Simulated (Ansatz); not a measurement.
# GeBH₄OF: small, medium and large basis sets

Aim: see how fast density functionals converge with the basis set for GeBH₄OF.

Program: Ansatz 0.2.0, Gaussian basis. Level of theory: one geometry, several basis sets. These are calculated values, not measurements.

Plan: PBE0-D4/def2-SVP; ωB97M-V/def2-SVP; PBE0-D4/def2-QZVPP; ωB97M-V/def2-QZVPP; the functionals' def2-TZVPP values are taken from earlier runs.

## Step 1: The geometry

The geometry comes from an earlier relaxation with PBE0-D4 in a triple-zeta def2 set; it is a stationary point, not always the lowest conformer.

SMILES `FB[O][GeH3]`, 8 atoms, charge 0, spin multiplicity 1.

Atoms are counted from 1 here; the program's logs count them from 0.

Bond lengths: F1–B2 1.328 Å, B2–O3 1.337 Å, B2–H5 1.202 Å, O3–Ge4 1.794 Å, Ge4–H6 1.535 Å, Ge4–H7 1.532 Å, Ge4–H8 1.532 Å. Angles: F1–B2–O3 118.4°, F1–B2–H5 117.9°, O3–B2–H5 123.7°, B2–O3–Ge4 127.1°, O3–Ge4–H6 108.4°, O3–Ge4–H7 105.8°, O3–Ge4–H8 105.8°, H6–Ge4–H7 112.2°, H6–Ge4–H8 112.2°, H7–Ge4–H8 112.1°.

## Step 2: PBE0-D4 in def2-SVP

File in.yaml:

```yaml
crystal:
  periodic: [false, false, false]
  atoms:
    - {symbol: F, position_ang: [2.430632, -0.608188, -1.252745]}
    - {symbol: B, position_ang: [1.456453, -0.009546, -0.577032]}
    - {symbol: O, position_ang: [0.291770, -0.651038, -0.436441]}
    - {symbol: Ge, position_ang: [-1.167964, -0.066565, 0.427699]}
    - {symbol: H, position_ang: [1.675117, 1.082287, -0.125475]}
    - {symbol: H, position_ang: [-0.871355, 1.330670, 0.989412]}
    - {symbol: H, position_ang: [-1.434252, -1.090459, 1.535217]}
    - {symbol: H, position_ang: [-2.288303, -0.044362, -0.616335]}
basis:
  gaussian: {orbitals: def2-SVP}
hamiltonian: {xc: pbe0, dispersion: d4}
output: {orbitals: {seedname: orbitals}}
```

On the command line:

```sh
ansatz run in.yaml --threads 2 --pin off --events-out ev --progress --plain --max-ram 4352MiB
```

The runs that follow: ωB97M-V in def2-SVP; PBE0-D4 in def2-QZVPP; ωB97M-V in def2-QZVPP.

**Question.** What will the summary of the whole plan be? Wanted: PBE0-D4: double and triple zeta above quadruple; ωB97M-V: double and triple zeta above quadruple.

As calculated:

| quantity | value |
| --- | --- |
| PBE0-D4: double and triple zeta above quadruple | 15.28, 1.54 eV |
| ωB97M-V: double and triple zeta above quadruple | 15.37, 1.49 eV |

**Reading.** PBE0-D4 gains 13.74 eV from double to triple zeta, then 1.54 eV more. Total energies overstate the basis error of differences, where much of it tends to cancel. The LUMO of ωB97M-V is positive and keeps falling with the basis (2.11 to 1.25 eV): an unbound level that the basis holds in place.
